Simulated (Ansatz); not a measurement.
# BH3O3: the cost of one run

The runs use Ansatz 0.2.0, Gaussian basis; single points in def2-TZVPP.

Correlated methods freeze the cores. B3LYP uses VWN-RPA correlation.

### 1 The system as given

SMILES `OB(O)O`, 7 atoms, charge 0, spin multiplicity 1.

Atoms are counted from 1 here; the program's logs count them from 0.

Bond lengths: O1–B2 1.408 Å, O1–H5 0.992 Å, B2–O3 1.401 Å, B2–O4 1.446 Å, O3–H6 0.996 Å, O4–H7 0.980 Å. Angles: B2–O1–H5 117.9°, O1–B2–O3 118.0°, O1–B2–O4 122.4°, O3–B2–O4 119.6°, B2–O3–H6 113.6°, B2–O4–H7 117.8°.

Coordinates:

| atom | x (Å) | y (Å) | z (Å) |
| --- | --- | --- | --- |
| O1 | -1.1395 | 0.8279 | 0.3244 |
| B2 | 0.0021 | 0.0069 | 0.2523 |
| O3 | 0.5223 | -0.5013 | 1.4497 |
| O4 | 0.6083 | -0.3691 | -1.0053 |
| H5 | -1.5176 | 1.1740 | -0.5250 |
| H6 | 1.3225 | -1.0812 | 1.3234 |
| H7 | 0.2081 | -0.0178 | -1.8281 |

### 2 CCSD(T)/def2-TZVPP

File run/in.yaml:

```yaml
crystal:
  periodic: [false, false, false]
  atoms:
    - {symbol: O, position_ang: [-1.139500, 0.827900, 0.324400]}
    - {symbol: B, position_ang: [0.002100, 0.006900, 0.252300]}
    - {symbol: O, position_ang: [0.522300, -0.501300, 1.449700]}
    - {symbol: O, position_ang: [0.608300, -0.369100, -1.005300]}
    - {symbol: H, position_ang: [-1.517600, 1.174000, -0.525000]}
    - {symbol: H, position_ang: [1.322500, -1.081200, 1.323400]}
    - {symbol: H, position_ang: [0.208100, -0.017800, -1.828100]}
basis:
  gaussian: {orbitals: def2-TZVPP}
correlation: {method: ccsd_t}
output: {forces: true}
```

On the command line:

```console
ansatz run in.yaml --threads 8 --pin off --events-out ev --progress --plain --max-ram 10444MiB
```

Q: Estimate wall time and peak memory on 8 threads of Arm Neoverse N1, shared host.

About 1.7 min, with a peak of 3.2 GiB.
